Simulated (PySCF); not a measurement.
# C4H4F3N3: the cost of one run

Programs: PySCF 2.14.0, with routines of our own; each step states its level. All values are computed. Atoms count from 0.

## 1. The system as given

14 atoms, charge 0, multiplicity 1; geometry from: GFN2-xTB.

## 2. Magnetic properties: GIAO B3LYP/pcSseg-1

Job settings and geometry (Å):

```
{"job": {"kind": "mag", "xc": "B3LYP", "basis": "pcSseg-1", "isotopologues": 0}, "charge": 0, "multiplicity": 1}
C      1.955158    -0.286810    -0.193007
C      0.745571     0.531112     0.050673
N      0.789247     1.855691     0.307520
N     -0.388537     2.310319     0.478214
N     -1.254839     1.323787     0.345251
C     -0.592759     0.164272     0.071681
C     -1.268672    -1.139260    -0.137252
F     -2.603034    -1.027336    -0.019117
F     -0.877325    -2.069651     0.748135
F     -1.028827    -1.654572    -1.353885
H      2.030005    -1.084276     0.544600
H      1.913211    -0.740457    -1.181919
H      2.830309     0.351961    -0.124908
H     -2.250184     1.464746     0.441846
```

Level: GIAO B3LYP/pcSseg-1 magnetisability, rotational g tensor and spin-rotation constants, non-relativistic, gas phase.

Launch:

```bash
> OMP_NUM_THREADS=1 python excited_run.py task.json out
```

This one command runs all jobs of the session in turn.

**Question.** How long does this first job take on 1 thread of Intel Xeon Platinum 8375C at 2.90GHz, shared host, and how much memory does it need?

About 33 s, with a peak of 0.83 GiB.
